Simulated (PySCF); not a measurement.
# CaH2LiN (Li ... Ca ... H2N): the cost of one run

Computed with PySCF 2.14.0 and routines of our own; the level stands in each step. Atoms count from 0.

## 1. The starting structure

5 atoms, charge 0, high-spin multiplicity 3; geometry from: GFN2-xTB fragments, placed rigidly.

The system (radical pair across a spacer): Li···Ca···H2N. The radical centres are 7.71 Å apart, face to face; the spin sites are atom 0 (1 unpaired) and atoms 1, 2, 3 (1 unpaired).

## 2. Magnetic exchange: CASSCF and SC-NEVPT2/def2-TZVP (2,2)

What the job is given:

```
{"job": {"kind": "cas", "basis": "def2-TZVP", "active": "magnetic", "zfs": true}, "charge": 0, "high_spin_multiplicity": 3, "spin_sites": [[[0], 1], [[1, 2, 3], 1]]}
Li    -0.000000     0.233100    -5.479600
N     -0.000000     0.233100     2.234400
H      0.830100    -0.349700     2.234400
H     -0.830000    -0.349700     2.234400
Ca    -0.000000     0.233100    -1.223600
```

Method: CASSCF and SC-NEVPT2/def2-TZVP spin states, gas phase.

Run with:

```console
> OMP_NUM_THREADS=1 python exch_run.py task.json out
```

One launch serves the whole session: the jobs run in the order shown.

**Question.** How long does this run take on 1 thread of AMD EPYC 9B14, shared host?

About 2 s.
